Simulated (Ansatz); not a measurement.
# GeH2F (SMILES [F][GeH2]) at UBLYP/STO-3G

Aim: the electronic atomisation energy of GeH2F at UBLYP/STO-3G, from 4 runs. 

The calculation is run with Ansatz 0.2.0.

61 further runs of the same task are left out: 18 that didn't finish, 43 set aside as unsound or not needed.

## 1. The molecule

GeH2F: 4 atoms, total charge 0, spin state doublet. As SMILES, `[F][GeH2]`. The coordinates come from a PBE0-D4/def2-TZVP relaxation.

Bond lengths: F1–Ge2 1.745 Å, Ge2–H3 1.549 Å, Ge2–H4 1.549 Å. Angles: F1–Ge2–H3 105.4°, F1–Ge2–H4 105.4°, H3–Ge2–H4 113.3°.

## 2. A single-point energy at UBLYP/STO-3G

File run.yaml:

```yaml
basis:
  gaussian: {orbitals: STO-3G}
crystal:
  periodic: [false, false, false]
  atoms:
    - {symbol: F, position_ang: [0.138200, -0.585400, 1.442000]}
    - {symbol: Ge, position_ang: [0.305700, -0.223200, -0.257100]}
    - {symbol: H, position_ang: [-1.078800, -0.527800, -0.882000]}
    - {symbol: H, position_ang: [0.690400, 1.276000, -0.323100]}
total_charge: 0
magnetization: {spin_polarized: true, initial_magnetization: 1}
hamiltonian: {xc: {name: BLYP}}
accuracy: high
```

Command:

```
ansatz run run.yaml --threads 1 --pin off --max-ram 2610MiB --events-out events.jsonl --progress --plain --runs-dir runs
```

What it wrote:

```text
Warning: RAYON_NUM_THREADS=1 ignored (pool sized by the plan → 1); use --threads N
Functional definition: BLYP
  name "BLYP"
  parameter beta = 0.0042
  parameter a = 0.04918
  parameter b = 0.132
  parameter c = 0.2533
  parameter d = 0.349
  exchange = b88_x(beta = beta)
  correlation = lyp_c(a = a, b = b, c = c, d = d)
357 factors; integrals over basis functions are off by at most 4.5e-9 eV
mean field evaluation 1: about -58499.2638 eV, gradient 1.3e2 eV
mean field evaluation 2: about -58469.1608 eV, gradient 1.3e2 eV
mean field evaluation 4: about -58526.2224 eV, gradient 9.1e1 eV
mean field evaluation 8: about -58571.1893 eV, gradient 3.4e0 eV
mean field evaluation 16: about -58571.2590 eV, gradient 1.8e-4 eV
mean field -58571.25901849 eV, -2152.4540679041 hartree, gradient 2.9e-8 eV, S^2 0.750293; 0 other end points of the search recorded, 0 dependent functions left out
reference -58571.25905002 eV, -2152.4540690630 hartree; 22, 21 occupied and 3, 4 virtual orbitals, 357 factors
Total energy: -58571.25905002 eV, -2152.4540690630 hartree
```

Run time: 1.9 s. Hardware: 1 thread of Arm Neoverse V1, shared host; peak memory 0.12 GiB.

## 3. The F atom, same level

File input.yaml:

```yaml
crystal:
  periodic: [false, false, false]
  atoms:
    - {symbol: F, position_ang: [0.000000, 0.000000, 0.000000]}
basis:
  gaussian:
    orbitals: STO-3G
total_charge: 0
magnetization:
  spin_polarized: true
  initial_magnetization: 1
hamiltonian:
  xc: {name: BLYP}
accuracy: high
```

Run the same way, it converges to -98.23564 Eh (log not shown).

## 4. The Ge atom, same level

File run.yaml:

```yaml
crystal:
  periodic: [false, false, false]
  atoms:
    - {symbol: Ge, position_ang: [0.000000, 0.000000, 0.000000]}
basis:
  gaussian: {orbitals: STO-3G}
magnetization: {spin_polarized: true, initial_magnetization: 2}
hamiltonian: {xc: {name: BLYP}}
accuracy: high
```

Run the same way, it converges to -2052.76241 Eh (log not shown).

## 5. The H atom

File molecule.yaml:

```yaml
crystal:
  periodic: [false, false, false]
  atoms:
    - symbol: H
      position_ang: [0.000000, 0.000000, 0.000000]
basis:
  gaussian: {orbitals: STO-3G}
accuracy: high
hamiltonian: {xc: {name: BLYP}}
magnetization: {spin_polarized: true, initial_magnetization: 1}
```

Run the same way, it converges to -0.46274 Eh (log not shown).

## 6. Outcome

Level: UBLYP/STO-3G.

```
                     quantity           value
       molecule: total energy  -2152.45407 Eh
               molecule: ⟨S²⟩           0.750
         F atom: total energy    -98.23564 Eh
                 F atom: ⟨S²⟩           0.750
        Ge atom: total energy  -2052.76241 Eh
                Ge atom: ⟨S²⟩           2.287
         H atom: total energy     -0.46274 Eh
                 H atom: ⟨S²⟩           0.750
electronic atomisation energy       14.437 eV
```

What this shows: Taking the molecule apart into free atoms costs 14.44 eV (333 kcal/mol), before zero-point energy and without spin-orbit coupling. In a minimal basis such a difference can be off by several eV, whatever the method. ⟨S²⟩ (Ge atom) is 2.29 where a pure triplet has 2.00: the reference is spin-contaminated.
